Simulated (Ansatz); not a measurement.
# GeH₄N (charge -1), SMILES [NH2][GeH2-]: a saddle search for pyramidal inversion

Computed with the Python package of Ansatz (0.2.0).

At the Python prompt:
```pycon
>>> import itertools
>>> import ansatz as az
>>> from ase.data import atomic_numbers, covalent_radii
>>> import numpy as np
>>> geometry = (
...     az.Crystal.molecule()
...     .atom('N', [-1.0216, -0.1659, 0.2724])
...     .atom('Ge', [0.8115, 0.1226, 0.4517])
...     .atom('H', [-1.4759, 0.7744, 0.2838])
...     .atom('H', [-1.1711, -0.5607, -0.6829])
...     .atom('H', [1.5584, -1.2322, 0.3559])
...     .atom('H', [1.2988, 1.062, -0.6809])
... )
>>> calculation = geometry.calculation()
>>> calculation = calculation.basis(gaussian='def2-TZVP').functional('HF')
>>> calculation = calculation.charge(-1)
>>> calculation = calculation.accuracy('medium')
>>> symbols = [site.symbol for site in geometry.cartesian_sites]
>>> start = np.array([site.position_ang for site in geometry.cartesian_sites], dtype=float)
>>> data = calculation.relax(force_tolerance=0.005).run(threads=1).report
>>> end = np.array(data['positions_ang'])
>>> # start with the apex atom pushed most of the way into the plane of its neighbours
>>> a, b, d = end[[1, 2, 3]]
>>> normal = np.cross(b - a, d - a)
>>> normal /= np.linalg.norm(normal)
>>> flat = end.copy()
>>> flat[0] -= 0.8 * ((end[0] - a) @ normal) * normal
>>> guess = np.zeros_like(flat)
>>> guess[0] = normal
>>> near = az.Crystal.molecule()
>>> for symbol, place in zip(symbols, flat):
...     near = near.atom(symbol, place.tolist())
...
>>> search = (
...     near.calculation()
...     .basis(gaussian='def2-TZVP')
...     .functional('HF')
...     .charge(-1)
...     .accuracy('medium')
...     .saddle(mode_guess=guess.tolist(), force_tolerance=0.01, max_steps=40)
... )
>>> steps = []
>>> top = search.session().plan().execute(on_event=lambda e: steps.append(e['data']) if e['event'] == 'saddle_step' else None).report
>>> for s in steps:
...     print(f'step {s["step"]:2d}  E = {s["lagrangian_ev"]:.5f} eV  force {s["allowed_force_max_ev_ang"]:.4f} eV/A  curvature {s["curvature_ev_ang2"]:.3f} eV/A^2')
...
step  1  E = -58018.18930 eV  force 3.9610 eV/A  curvature -14.342 eV/A^2
step  2  E = -58018.51944 eV  force 0.4526 eV/A  curvature -3.397 eV/A^2
step  3  E = -58018.53095 eV  force 0.4758 eV/A  curvature -1.527 eV/A^2
step  4  E = -58018.53228 eV  force 0.2121 eV/A  curvature -1.985 eV/A^2
step  5  E = -58018.53413 eV  force 0.1157 eV/A  curvature -2.622 eV/A^2
step  6  E = -58018.53489 eV  force 0.1249 eV/A  curvature -3.005 eV/A^2
step  7  E = -58018.53674 eV  force 0.0496 eV/A  curvature -3.016 eV/A^2
step  8  E = -58018.53776 eV  force 0.0415 eV/A  curvature -2.937 eV/A^2
step  9  E = -58018.53862 eV  force 0.0475 eV/A  curvature -2.880 eV/A^2
step 10  E = -58018.53860 eV  force 0.0498 eV/A  curvature -2.895 eV/A^2
step 11  E = -58018.53880 eV  force 0.0213 eV/A  curvature -2.917 eV/A^2
step 12  E = -58018.53885 eV  force 0.0104 eV/A  curvature -2.952 eV/A^2
step 13  E = -58018.53887 eV  force 0.0060 eV/A  curvature -2.947 eV/A^2
step 14  E = -58018.53888 eV  force 0.0004 eV/A  curvature -2.930 eV/A^2
>>> print(f'minimum {data["free_energy_ev"]:.5f} eV, saddle {top["free_energy_ev"]:.5f} eV')
minimum -58018.63803 eV, saddle -58018.53888 eV
>>> print(f'electronic barrier {(top["free_energy_ev"] - data["free_energy_ev"]):.2f} eV')
electronic barrier 0.10 eV
>>> saddle = np.array(top['positions_ang'])
>>> # pairs closer than 1.2 times the sum of covalent radii, before or after
>>> radius = [covalent_radii[atomic_numbers[s]] for s in symbols]
>>> span = lambda where, i, j: np.linalg.norm(where[i] - where[j])
>>> bonded = [(i, j) for i, j in itertools.combinations(range(len(symbols)), 2) if min(span(end, i, j), span(saddle, i, j)) < 1.2 * (radius[i] + radius[j])]
>>> print('pair        before    after (A)')
pair        before    after (A)
>>> for i, j in bonded:
...     print(f'{symbols[i]}{i}-{symbols[j]}{j}'.ljust(10), f'{span(end, i, j):8.4f} {span(saddle, i, j):8.4f}')
...
N0-Ge1       1.9496   1.9159
N0-H2        1.0008   0.9921
N0-H3        1.0006   0.9938
Ge1-H4       1.6181   1.6285
Ge1-H5       1.6383   1.6285
```

What to keep in mind:
- These settings explore the input space; basis and method may be short of convergence.
- The energies are electronic: no zero-point or thermal terms, and the basis set is short of its limit. No separate frequency run checks the order of the saddle point.
- Anions want diffuse functions, which this basis lacks.
- Run time: 66 s on 1 thread of AMD EPYC 9B14 (Zen 4), on a shared host, peak memory 0.28 GiB.
